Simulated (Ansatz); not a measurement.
This was printed by a script on Ansatz's Python interface, for an equation of state with a fit of Be5Pd, space group F-43m. What did the script look like? Level of theory (first run): PBEsol, PAW, cutoff 517 eV, 7×7×7 k-points, Fermi-Dirac smearing of 0.1 eV.

```xyz
6
Lattice="0.0000 2.9879 2.9879 2.9879 0.0000 2.9879 2.9879 2.9879 0.0000" Properties=species:S:1:pos:R:3 pbc="T T T"
Be    1.4940    1.4940    1.4940
Be    3.7326    3.7326    3.7326
Be    3.7326    2.2432    2.2432
Be    2.2432    3.7326    2.2432
Be    2.2432    2.2432    3.7326
Pd    0.0000    0.0000    0.0000
```

```console
$ python run_eos.py
V =   8.1804 A^3/atom  F = -1226.71703 eV/atom  P =   12.238 GPa
V =   8.4175 A^3/atom  F = -1226.73105 eV/atom  P =    6.826 GPa
V =   8.6546 A^3/atom  F = -1226.73756 eV/atom  P =    2.087 GPa
V =   8.8917 A^3/atom  F = -1226.73751 eV/atom  P =   -2.067 GPa
V =   9.1288 A^3/atom  F = -1226.73170 eV/atom  P =   -5.710 GPa
V =   9.3659 A^3/atom  F = -1226.72083 eV/atom  P =   -8.907 GPa
V =   9.6030 A^3/atom  F = -1226.70552 eV/atom  P =  -11.713 GPa
Vinet fit: V0 = 8.7699 A^3/atom, B0 = 153.9 GPa, B1 = 3.85
largest residual 0.003 meV/atom
```

One script that gives this output:

Script `run_eos.py`:
```python
"""Energy against volume for Be5Pd, with a fit."""

from dataclasses import dataclass
import warnings

import ansatz
import numpy as np
from scipy.optimize import curve_fit


@dataclass(frozen=True)
class Options:
    width_ev: float = 0.1
    kmesh: tuple[int, ...] = (7, 7, 7)


settings = Options()

vectors0 = np.array([
    [0.0, 2.98791664, 2.98791664],
    [2.98791664, 0.0, 2.98791664],
    [2.98791664, 2.98791664, 0.0],
])
sites = [
    ("Be", (0.25, 0.25, 0.25)),
    ("Be", (0.62461445, 0.62461445, 0.62461445)),
    ("Be", (0.12615665, 0.62461445, 0.62461445)),
    ("Be", (0.62461445, 0.12615665, 0.62461445)),
    ("Be", (0.62461445, 0.62461445, 0.12615665)),
    ("Pd", (0.0, 0.0, 0.0)),
]


def crystal_on(cell):
    crystal = ansatz.Crystal(lattice=ansatz.Lattice.of(cell))
    for symbol, position in sites:
        crystal = crystal.atom(symbol, position)
    return crystal

def vinet(v, e0, v0, b0, b1):
    eta = (v / v0) ** (1 / 3)
    return e0 + 2 * b0 * v0 / (b1 - 1) ** 2 * (2 - (5 + 3 * b1 * (eta - 1) - 3 * eta) * np.exp(-1.5 * (b1 - 1) * (eta - 1)))

warnings.simplefilter("ignore", ansatz.DeckWarning)

# uniform scaling of the cell
volumes, energies, pressures = [], [], []
for scale in np.linspace(0.92, 1.08, 7):
    cell = vectors0 * scale ** (1 / 3)
    calculation = (
        crystal_on(cell).calculation()
        .functional(ansatz.Functional.PBESOL)
        .basis(19 * ansatz.Ha)
        .occupations(ansatz.OccupationsMethod.FERMI_DIRAC, width=settings.width_ev)
        .kpoints(*settings.kmesh)
        .stress()
    )
    rep = calculation.run(threads=1, pin="off").report
    volumes.append(abs(np.linalg.det(cell)) / len(sites))
    energies.append(rep["free_energy_ev"] / len(sites))
    pressures.append(np.trace(rep["stress_gpa"]) / 3)
    print(f"V = {volumes[-1]:8.4f} A^3/atom  F = {energies[-1]:.5f} eV/atom  P = {pressures[-1]:8.3f} GPa")

guess = (min(energies), volumes[int(np.argmin(energies))], 0.5, 4.5)
(e0, v0, b0, b1), _ = curve_fit(vinet, np.array(volumes), np.array(energies), p0=guess, maxfev=20000)
print(f"Vinet fit: V0 = {v0:.4f} A^3/atom, B0 = {160.21766 * b0:.1f} GPa, B1 = {b1:.2f}")
print("largest residual", round(1000 * float(np.abs(vinet(np.array(volumes), e0, v0, b0, b1) - energies).max()), 3), "meV/atom")
```

A third-order Birch-Murnaghan fit through the 7 points (the script's own form differs a little) has its minimum at 8.77 Å³ an atom, 1.4 % below the typed cell, with a bulk modulus of 154 GPa and dB/dP = 3.9. From that minimum the energy rises by 21.3 meV an atom on the compressed side and 32.8 meV on the expanded side.

What to keep in mind:
- Absolute energies stand on the zero of these potentials, so only differences at equal settings mean something.
- Shape and fractional positions are held along the curve, so the bulk modulus is an upper value where they are free to relax.
- The mesh is modest for a metal, so energies can be off by several to tens of meV an atom and pressures by half a GPa or more; differences at equal mesh fare better.
- Pressure is positive in compression.
- This cell is a computed structure, which may not be the phase found in nature.
- Hardware and time: 16 s on 1 thread of Arm Neoverse V2, with other jobs on the host, peak memory 0.44 GiB.
